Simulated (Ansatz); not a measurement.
# Al3Te3H2: the cost of one run

Program: Ansatz 0.2.0. Level of theory: DFT PBE, scalar-relativistic, plane waves, PAW. These are calculated values, not measurements.

## (1) The starting structure

It takes space group Pm-3m (No. 221, cubic). The conventional cell has a = 4.832 Å, b = 4.832 Å, c = 4.832 Å, α = 90.00°, β = 90.00°, γ = 90.00°. Al (site symmetry 4/mmm) has 4 Te at 2.42 Å and 2 H at 2.42 Å as nearest neighbours. Te (site symmetry 4/mmm) is surrounded by 4 Al at 2.42 Å and 2 H at 2.42 Å. H (site symmetry m-3m) is surrounded by 6 Te at 2.42 Å. H (site symmetry m-3m) has 6 Al at 2.42 Å as nearest neighbours.

Structure file:

```
Al Te H
1.0
     4.83169    0.00000    0.00000
     0.00000    4.83169    0.00000
     0.00000    0.00000    4.83169
Al Te H
3 3 2
Direct
  0.00000 0.50000 0.50000
  0.50000 0.00000 0.50000
  0.50000 0.50000 0.00000
  0.50000 0.00000 0.00000
  0.00000 0.50000 0.00000
  0.00000 0.00000 0.50000
  0.00000 0.00000 0.00000
  0.50000 0.50000 0.50000
```

A structure generator made this guess: random cell by space group and Wyckoff sites (Pm-3m, No. 221). Lengths come from tabulated atomic sizes and are only a guess.

## (2) A first look at the guess

Contents of input.yaml:

```yaml
crystal:
  lattice:
    - [4.83168832, 0.0, 0.0]
    - [0.0, 4.83168832, 0.0]
    - [0.0, 0.0, 4.83168832]
  atoms:
    - { symbol: Al, position: [0.0, 0.5, 0.5] }
    - { symbol: Al, position: [0.5, 0.0, 0.5] }
    - { symbol: Al, position: [0.5, 0.5, 0.0] }
    - { symbol: Te, position: [0.5, 0.0, 0.0] }
    - { symbol: Te, position: [0.0, 0.5, 0.0] }
    - { symbol: Te, position: [0.0, 0.0, 0.5] }
    - { symbol: H, position: [0.0, 0.0, 0.0] }
    - { symbol: H, position: [0.5, 0.5, 0.5] }
basis:
  ecutwfc: 420
kpoints:
  mp_grid: { grid: [4, 4, 4] }
hamiltonian:
  xc: pbe
scf:
  occupations: { method: gaussian, width: 0.1 }
  lower_state_search: "off"
output:
  forces: true
  stress: true
  eigenvalues: true
```

Started as:

```console
$ ansatz run input.yaml --threads 1 --pin off --max-ram 2048MiB --backend cpu --events-out ev --progress --plain --runs-dir out
```

What time and memory should one allow on 1 thread of Arm Neoverse V2, shared host?

About 3.4 s, with a peak of 0.35 GiB.
